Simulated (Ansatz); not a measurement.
# C2H6GeSe: how energies converge with the basis set

How large a basis does C2H6GeSe need? Two functionals are run in growing sets.

Computed with Ansatz 0.2.0, Gaussian basis. Level: one geometry, several basis sets.

Levels to be run: PBE0-D4/def2-SVP; ωB97M-V/def2-SVP; PBE0-D4/def2-QZVPP; ωB97M-V/def2-QZVPP; the functionals' def2-TZVPP values are taken from earlier runs.

## Step 1: Structure used throughout

An earlier PBE0-D4 in a triple-zeta def2 set relaxation fixed the geometry.

10 atoms, charge 0, spin multiplicity 1.

Atoms are counted from 1 here; the program's logs count them from 0.

Bond lengths: C1–C2 1.325 Å, C1–H5 1.085 Å, C1–H6 1.084 Å, C2–Se3 1.904 Å, C2–H7 1.085 Å, Se3–Ge4 2.353 Å, Ge4–H8 1.538 Å, Ge4–H9 1.534 Å, Ge4–H10 1.537 Å. Angles: C2–C1–H5 120.4°, C2–C1–H6 122.2°, H5–C1–H6 117.4°, C1–C2–Se3 122.9°, C1–C2–H7 121.5°, Se3–C2–H7 115.5°, C2–Se3–Ge4 96.4°, Se3–Ge4–H8 108.4°, Se3–Ge4–H9 106.4°, Se3–Ge4–H10 110.9°, H8–Ge4–H9 110.9°, H8–Ge4–H10 109.6°, H9–Ge4–H10 110.6°.

## Step 2: PBE0-D4 in def2-SVP

in.yaml

```yaml
crystal:
  periodic: [false, false, false]
  atoms:
    - {symbol: C, position_ang: [-0.039136, 1.622220, -1.612964]}
    - {symbol: C, position_ang: [0.329020, 0.548766, -0.929985]}
    - {symbol: Se, position_ang: [0.948710, 0.628759, 0.869055]}
    - {symbol: Ge, position_ang: [-0.125432, -1.331500, 1.605089]}
    - {symbol: H, position_ang: [-0.309312, 1.539507, -2.660267]}
    - {symbol: H, position_ang: [-0.076754, 2.608071, -1.163531]}
    - {symbol: H, position_ang: [0.360728, -0.433160, -1.391609]}
    - {symbol: H, position_ang: [0.164878, -2.452539, 0.593538]}
    - {symbol: H, position_ang: [0.473231, -1.664266, 2.977437]}
    - {symbol: H, position_ang: [-1.642931, -1.117056, 1.716138]}
basis:
  gaussian: {orbitals: def2-SVP}
hamiltonian: {xc: pbe0, dispersion: d4}
output: {orbitals: {seedname: orbitals}}
```

Further steps of the session: ωB97M-V in def2-SVP; PBE0-D4 in def2-QZVPP; ωB97M-V in def2-QZVPP.

Before running them: what should the planned runs give, taken together? Wanted: PBE0-D4: double and triple zeta above quadruple; ωB97M-V: double and triple zeta above quadruple.

**Answer**, as computed:

```
                                       quantity           value
PBE0-D4: double and triple zeta above quadruple  20.24, 2.72 eV
ωB97M-V: double and triple zeta above quadruple  20.27, 2.65 eV
```

What this shows: PBE0-D4 gains 17.52 eV from double to triple zeta, then 2.72 eV more. Total energies overstate the basis error of differences, where much of it tends to cancel. The LUMO of ωB97M-V is positive and keeps falling with the basis (1.81 to 1.16 eV): an unbound level that the basis holds in place.
